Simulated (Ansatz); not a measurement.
# CHCl2NOSi: basis-set convergence

One table from this session's results is given with a row withheld; the runs are named, their logs left out.

Method: one geometry, several basis sets; program: Ansatz 0.2.0, Gaussian basis.

The runs, in order: PBE0-D4/def2-SVP; ωB97M-V/def2-SVP; PBE0-D4/def2-QZVPP; ωB97M-V/def2-QZVPP; the functionals' def2-TZVPP values are taken from earlier runs.

### Structure used throughout

An earlier PBE0-D4 in a triple-zeta def2 set relaxation fixed the geometry.

SMILES `O=C=N[SiH](Cl)Cl`, 7 atoms, charge 0, spin multiplicity 1.

Atoms are counted from 1 here; the program's logs count them from 0.

Bond lengths: O1–C2 1.159 Å, C2–N3 1.199 Å, N3–Si4 1.690 Å, Si4–Cl5 2.033 Å, Si4–Cl6 2.033 Å, Si4–H7 1.467 Å. Angles: O1–C2–N3 177.2°, C2–N3–Si4 153.9°, N3–Si4–Cl5 109.7°, N3–Si4–Cl6 109.7°, N3–Si4–H7 109.3°, Cl5–Si4–Cl6 109.3°, Cl5–Si4–H7 109.4°, Cl6–Si4–H7 109.4°.

The first run:

Input file in.yaml:

```yaml
crystal:
  periodic: [false, false, false]
  atoms:
    - {symbol: O, position_ang: [-0.112585, -1.000181, -2.829508]}
    - {symbol: C, position_ang: [-0.104006, -0.806653, -1.686829]}
    - {symbol: N, position_ang: [-0.106431, -0.663201, -0.496092]}
    - {symbol: Si, position_ang: [0.034826, 0.243138, 0.923518]}
    - {symbol: Cl, position_ang: [1.883255, 1.085360, 1.018806]}
    - {symbol: Cl, position_ang: [-1.373216, 1.710111, 0.943808]}
    - {symbol: H, position_ang: [-0.160643, -0.636574, 2.080599]}
basis:
  gaussian: {orbitals: def2-SVP}
hamiltonian: {xc: pbe0, dispersion: d4}
output: {orbitals: {seedname: orbitals}}
```

The run is started by

```bash
> ansatz run in.yaml --threads 4 --pin off --events-out ev --progress --plain --max-ram 10444MiB
```

Steps of the session up to this table: PBE0-D4 in def2-SVP; ωB97M-V in def2-SVP; PBE0-D4 in def2-QZVPP; ωB97M-V in def2-QZVPP.

One table of the session follows, with a row left open; its other results are not shown here.

It belongs to the step «Density functionals: the series». 

```
functional       basis  HOMO (eV)  LUMO (eV)
   PBE0-D4    def2-SVP      -9.10      -0.06
   PBE0-D4  def2-TZVPP          ?          ?
   PBE0-D4  def2-QZVPP      -9.23      -0.38
   ωB97M-V    def2-SVP     -11.27       2.11
   ωB97M-V  def2-TZVPP     -11.42       1.79
   ωB97M-V  def2-QZVPP     -11.46       1.47
```

**Question.** Estimate the row for PBE0-D4, def2-TZVPP.

**Answer.** HOMO (eV): -9.20; LUMO (eV): -0.27. In the column «HOMO (eV)» it lies between PBE0-D4, def2-QZVPP (-9.23) and PBE0-D4, def2-SVP (-9.10).
